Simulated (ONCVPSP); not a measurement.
# Cu: the cost of one run

Program: ONCVPSP 4.0.1.1 (patched build). Reference atom: PBE, scalar-relativistic, spherical and spin-unpolarised. All values are calculated.

## (1) The atom and the settings

Typed settings, in words:

* element: copper (Cu, Z = 29)
* type: optimised norm-conserving Vanderbilt (ONCV)
* frozen core: [Ne]
* valence charge: 19
* reference configuration: 3s2 3p6 3d10 4s1
* partial waves: 3s+4s: rc 1.00 bohr, ncon 4, nbas 8, qcut 14.8 1/bohr, 2 projectors; 3p: rc 0.95 bohr, ncon 5, nbas 9, qcut 15.6 1/bohr, 2 projectors, debl 2.4 Ha; 3d: rc 1.10 bohr, ncon 4, nbas 9, qcut 15.6 1/bohr, 3 projectors, debl 1.3 Ha
* local potential: polynomial inside 0.65 bohr (lpopt 5, dvloc0 0 Ha)
* core correction: Teter function, fcfact 4.25, rcfact 1.35

The nodes and maxima of the atom's own shells, from an earlier all-electron run, set the scale for the radii.

All-electron outer shells of the reference configuration (PBE, scalar-relativistic, ld1.x):

```json
{"shell": "2p", "level (eV)": "-916.98", "outermost node (bohr)": "–", "outermost maximum (bohr)": "0.16"}
{"shell": "3s", "level (eV)": "-114.70", "outermost node (bohr)": "0.29", "outermost maximum (bohr)": "0.61"}
{"shell": "3p", "level (eV)": "-72.14", "outermost node (bohr)": "0.26", "outermost maximum (bohr)": "0.62"}
{"shell": "3d", "level (eV)": "-5.04", "outermost node (bohr)": "–", "outermost maximum (bohr)": "0.60"}
{"shell": "4s", "level (eV)": "-4.61", "outermost node (bohr)": "0.89", "outermost maximum (bohr)": "2.27"}
{"shell": "4p", "level (eV)": "-0.70", "outermost node (bohr)": "0.97", "outermost maximum (bohr)": "3.65"}
```

## (2) The generation run

Cu.dat

```
# ATOM AND REFERENCE CONFIGURATION
# atsym  z   nc   nv     iexc    psfile
  Cu 29.00    3    4        4      upf
#
#   n    l    f
    1    0    2.00
    2    0    2.00
    2    1    6.00
    3    0    2.00
    3    1    6.00
    3    2   10.00
    4    0    1.00
#
# PSEUDOPOTENTIAL AND OPTIMIZATION
# lmax
    2
#
#   l,   rc,      ep,       ncon, nbas, qcut
    0    1.00    0.00    4    8   14.80
    1    0.95    0.00    5    9   15.60
    2    1.10    0.00    4    9   15.60
#
# LOCAL POTENTIAL
# lloc, lpopt,  rc(5),   dvloc0
    4    5    0.65    0.00
#
# VANDERBILT-KLEINMAN-BYLANDER PROJECTORs
# l, nproj, debl
    0    2    3.50
    1    2    2.40
    2    3    1.30
#
# MODEL CORE CHARGE
# icmod, fcfact, rcfact
    3    4.25    1.35
#
# LOG DERIVATIVE ANALYSIS
# epsh1, epsh2, depsh
   -6.00    5.00    0.04
#
# OUTPUT GRID
# rlmax, drl
    6.00    0.01
#
# TEST CONFIGURATIONS
# ncnf
    4
# nvcnf
#   n    l    f
    4
    3    0    2.00
    3    1    6.00
    3    2   10.00
    4    0    0.00
#
    4
    3    0    2.00
    3    1    6.00
    3    2    9.00
    4    0    0.00
#
    4
    3    0    2.00
    3    1    6.00
    3    2    8.00
    4    0    0.00
#
    4
    3    0    2.00
    3    1    6.00
    3    2   10.00
    4    0    0.50
#
```

Command:

```console
oncvpsp.x < Cu.dat > Cu.out
```

**Question.** How long does this run take on 1 thread of Intel Xeon Platinum 8375C at 2.90GHz, shared host?

About 5.6 s.
